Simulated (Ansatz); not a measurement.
# AlNH2F (SMILES [NH2][Al][F]): UPBE0/def2-TZVP

What is the electronic atomisation energy of AlNH2F at UPBE0/def2-TZVP? 

Program for the calculation: Ansatz 0.2.0.

43 further runs of the same task are left out: 43 set aside as unsound or not needed.

## 1. Starting point

AlNH2F: 5 atoms, total charge 0, spin state doublet. SMILES: `[NH2][Al][F]`. The coordinates come from a PBE0-D4/def2-TZVP relaxation. This is one conformer, not always the lowest.

Bond lengths: N1–Al2 1.765 Å, Al2–F3 1.658 Å, N1–H4 1.007 Å, N1–H5 1.009 Å. Angles: N1–Al2–F3 117.4°, Al2–N1–H4 124.8°, Al2–N1–H5 124.2°, H4–N1–H5 111.0°.

## 2. The energy at UPBE0/def2-TZVP

input.yaml reads:

```yaml
crystal:
  periodic: [false, false, false]
  atoms:
    - symbol: "N"
      position_ang: [-0.384700, 0.499000, -0.263800]
    - symbol: Al
      position_ang: [0.632000, -0.282800, 0.949500]
    - symbol: F
      position_ang: [1.228700, -1.786800, 0.590000]
    - symbol: H
      position_ang: [-0.804300, 1.408300, -0.162700]
    - symbol: H
      position_ang: [-0.621700, 0.088600, -1.154400]
basis:
  gaussian:
    orbitals: def2-TZVP
magnetization:
  spin_polarized: true
  initial_magnetization: 1
hamiltonian:
  xc: pbe0
accuracy: high
output:
  orbitals: {seedname: orbitals}
```

Launch:

```
$ ansatz run input.yaml --threads 1 --pin off --max-ram 2610MiB --events-out events.jsonl --progress --plain --runs-dir runs
```

Log:

```text
Warning: RAYON_NUM_THREADS=1 ignored (pool sized by the plan → 1); use --threads N
Functional definition: PBE0
  name "PBE0"
  parameter a = 0.25
  parameter kappa = 0.804
  parameter beta = 0.06672455060314922
  exchange = (1 - a)*pbe_x(kappa = kappa, mu = beta*pi^2/3) + a*exact_x
  correlation = pbe_c(beta = beta)
1848 factors; integrals over basis functions are off by at most 5.8e-9 eV
mean field evaluation 1: about -10823.2843 eV, gradient 5.1e1 eV
mean field evaluation 2: about -10790.6752 eV, gradient 8.7e1 eV
mean field evaluation 4: about -10832.6608 eV, gradient 9.4e0 eV
mean field evaluation 8: about -10832.9357 eV, gradient 4.9e-1 eV
mean field evaluation 16: about -10832.9369 eV, gradient 3.3e-4 eV
mean field -10832.93691157 eV, -398.1030886720 hartree, gradient 4.4e-8 eV, S^2 0.751748; 0 other end points of the search recorded, 0 dependent functions left out
reference -10832.93691424 eV, -398.1030887701 hartree; 16, 15 occupied and 95, 96 virtual orbitals, 1848 factors
Total energy: -10832.93691424 eV, -398.1030887701 hartree
```

It took 12 s on 1 thread of Arm Neoverse V1, shared host; peak memory 0.38 GiB.

## 3. The Al atom

molecule.yaml reads:

```yaml
crystal:
  periodic: [false, false, false]
  atoms:
    - {symbol: Al, position_ang: [0.000000, 0.000000, 0.000000]}
basis:
  gaussian: {orbitals: def2-TZVP}
magnetization: {spin_polarized: true, initial_magnetization: 1}
hamiltonian: {xc: {name: PBE0}}
accuracy: high
```

Run the same way, it converges to -242.24895 Eh (log not shown).

## 4. The F atom at the same level

molecule.yaml reads:

```yaml
crystal:
  periodic: [false, false, false]
  atoms:
    - symbol: F
      position_ang: [0.000000, 0.000000, 0.000000]
basis:
  gaussian:
    orbitals: def2-TZVP
magnetization:
  spin_polarized: true
  initial_magnetization: 1
hamiltonian:
  xc: {name: PBE0}
accuracy: high
```

Run the same way, it converges to -99.67618 Eh (log not shown).

## 5. The H atom, same level

in.yaml reads:

```yaml
crystal:
  periodic: [false, false, false]
  atoms:
    - {symbol: H, position_ang: [0.000000, 0.000000, 0.000000]}
basis:
  gaussian:
    orbitals: def2-TZVP
magnetization:
  spin_polarized: true
  initial_magnetization: 1
hamiltonian:
  xc: {name: PBE0}
accuracy: high
```

Launch:

```
$ ansatz run in.yaml --threads 1 --pin off --max-ram 2610MiB --events-out events.jsonl --progress --plain --runs-dir runs
```

Log (excerpt; [...] marks lines left out):

```text
Warning: RAYON_NUM_THREADS=1 ignored (pool sized by the plan → 1); use --threads N
[... 7 set-up lines as earlier in the session ...]
21 factors; integrals over basis functions are off by at most 4.9e-8 eV
mean field evaluation 1: about -13.6333 eV, gradient 2.9e-1 eV
mean field evaluation 2: about -13.6346 eV, gradient 1.6e-2 eV
mean field evaluation 4: about -13.6339 eV, gradient 1.3e-3 eV
mean field evaluation 8: about -13.6339 eV, gradient 1.3e-8 eV
mean field -13.63389015 eV, -0.5010362216 hartree, gradient 1.3e-8 eV, S^2 0.750000; 0 other end points of the search recorded, 0 dependent functions left out
reference -13.63389203 eV, -0.5010362907 hartree; 1, 0 occupied and 5, 6 virtual orbitals, 21 factors
Total energy: -13.63389203 eV, -0.5010362907 hartree
```

It took 0.12 s on 1 thread of Arm Neoverse V1, shared host.

## 6. The N atom

in.yaml reads:

```yaml
crystal:
  periodic: [false, false, false]
  atoms:
    - {symbol: "N", position_ang: [0.000000, 0.000000, 0.000000]}
basis:
  gaussian:
    orbitals: def2-TZVP
magnetization:
  spin_polarized: true
  initial_magnetization: 3
hamiltonian:
  xc: {name: PBE0}
accuracy: high
```

Run the same way, it converges to -54.54382 Eh (log not shown).

## 7. Outcome

Level: UPBE0/def2-TZVP.

```
                                    quantity          value
                      molecule: total energy  -398.10309 Eh
molecule: HOMO energy (highest over α and β)       -6.18 eV
 molecule: LUMO energy (lowest over α and β)       -2.53 eV
                              molecule: ⟨S²⟩          0.752
                       Al atom: total energy  -242.24895 Eh
                               Al atom: ⟨S²⟩          0.757
                        F atom: total energy   -99.67618 Eh
                                F atom: ⟨S²⟩          0.752
                        H atom: total energy    -0.50104 Eh
                                H atom: ⟨S²⟩          0.750
                        N atom: total energy   -54.54382 Eh
                                N atom: ⟨S²⟩          3.753
               electronic atomisation energy      17.200 eV
```

What this shows: Taking the molecule apart into free atoms costs 17.20 eV (397 kcal/mol), before zero-point energy and without spin-orbit coupling.
